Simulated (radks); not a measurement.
# Valence configurations of Ga⁺

An exercise on one series of results from a longer session: the logs are not shown, and one member is left open.

The numbers are computed with radks (a radial shooting solver on a logarithmic mesh, Libxc functionals) version 1 (scalar-relativistic Kohn-Sham, PBE, spin-polarised, spherical densities, point nucleus; open shells are filled with parallel spins first), except any that are marked as measured or tabulated.

## The atom as given

* element: gallium (Z = 31)
* charge: +1
* electrons: 30
* configuration: [Ar] 3d10 4s2
* others tried: 3d9 4s2 4p1; 3d10 4s1 4p1; 3d8 4s2 4p2; 3d7 4s2 4p3; 3d10 4p2; 3d9.5 4s2 4p0.5; 3d8 4s1 4p3; 3d10 4s0.5 4p1.5; 3d10 4s1.5 4p0.5

The outer shells:

Ga⁺
```
[Ar] core
3d [↑↓][↑↓][↑↓][↑↓][↑↓]
4s [↑↓]
```

Set-up of the first run:

Input:

```text
Z 31
configuration [Ar] 3d10 4s2
relativity scalar-relativistic
functional pbe,pbe
spin polarised
nucleus point
c 137.035999084
```

Among the steps run: [Ar] 3d10 4s2.

One table of the session follows, with a row left open; its other results are not shown here.

It belongs to the step «[Ar] 3d10 4s2». Sizes of the orbitals, from the radial functions (bohr):

| level | <r> | outermost maximum (interpolated) | 90 % within | nodes |
| --- | --- | --- | --- | --- |
| 1s | 0.04860 | 0.0318 | 0.0869 | 0 |
| 2s | 0.2178 | 0.182 | 0.337 | 1 |
| 2p | ? | ? | ? | ? |
| 3s | 0.6519 | 0.564 | 0.976 | 2 |
| 3p | 0.6792 | 0.567 | 1.05 | 1 |
| 3d | 0.8075 | 0.533 | 1.39 | 0 |
| 4s | 2.217 | 1.85 | 3.33 | 3 |

Q: Estimate the row for 2p from the others.

The run gave: <r>: 0.1907; outermost maximum (interpolated): 0.146; 90 % within: 0.312; nodes: 0. In the column «<r>» it lies between 1s (0.04860) and 2s (0.2178).
